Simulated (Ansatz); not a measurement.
Crystal: Ge2Sb2Te5.

```
Te Sb Ge
1.0
     6.83914   -3.06601    0.00000
     6.83914    3.06601    0.00000
    -6.83098    0.00000    6.84761
Te Sb Ge
5 2 2
Direct
  0.59470 0.59470 0.38643
  0.79529 0.79529 0.19611
  0.00832 0.00832 0.00643
  0.20652 0.20652 0.80980
  0.39996 0.39996 0.59712
  0.90171 0.90171 0.58787
  0.11187 0.11187 0.41735
  0.28429 0.28429 0.18783
  0.49734 0.49734 0.01104
```

The cell comes from a database or a generator and needn't be the stable form of this composition.

```yaml
Program: Ansatz 0.2.0
Task: relaxation of cell and atoms
Functional: BLYP
Potentials_or_basis: Ansatz PAW
Cutoff: "420 eV (not typed: the program's choice for these potentials)"
k_mesh: 5 × 5 × 4
Occupations: fermi-dirac, width 0.05 eV
Spin: no spin polarisation
```

At the start: volume 31.91 Å³/atom.

Where does the relaxation end?

It ends after 19 steps and the volume is 39.90 Å³/atom (+25.1 %); space group Cm (No. 8, to 0.05 Å).

Step by step:
```tsv
step	energy change (eV)	largest force (eV/Å)	volume (Å³)
1	0.0000	0.2374	287.17
2	-0.2465	0.3371	325.64
3	-0.3295	0.2496	319.58
4	-0.4244	0.2212	323.32
5	-0.4714	0.1941	330.12
6	-0.5001	0.1546	336.25
7	-0.5211	0.1910	343.96
8	-0.5381	0.0922	345.63
9	-0.5442	0.1021	343.93
10	-0.5482	0.0563	348.36
11	-0.5505	0.0245	347.82
12	-0.5503	0.0527	350.72
13	-0.5510	0.0086	349.67
14	-0.5669	0.0086	349.67
15	-0.5686	0.0130	353.63
16	-0.5691	0.0148	357.19
17	-0.5691	0.0268	358.06
18	-0.5693	0.0074	359.14
19	-0.5706	0.0074	359.14
```

Final structure:
```yaml
crystal:
  lattice:
    - [7.46377, -3.13972, 0.19034]
    - [7.46377, 3.13972, 0.19034]
    - [-7.26429, 0.00000, 7.47759]
  atoms:
    - { symbol: Te, position: [0.58696, 0.58696, 0.36213] }
    - { symbol: Te, position: [0.80385, 0.80385, 0.22228] }
    - { symbol: Te, position: [0.02713, 0.02713, 0.00568] }
    - { symbol: Te, position: [0.16353, 0.16353, 0.74529] }
    - { symbol: Te, position: [0.36118, 0.36118, 0.56406] }
    - { symbol: Sb, position: [0.91552, 0.91552, 0.59437] }
    - { symbol: Sb, position: [0.10864, 0.10864, 0.42079] }
    - { symbol: Ge, position: [0.27815, 0.27815, 0.21683] }
    - { symbol: Ge, position: [0.55506, 0.55506, 0.06858] }
```

Caveat: the volume moved by over 15 % at a fixed basis, so the end points are rough; the plane-wave basis is chosen anew once the cell has moved, so the energies of steps on either side of that aren't comparable; the PAW data sets come from PBE, with cores solved anew for the run's functional, which leaves a small shift of forces and pressure.
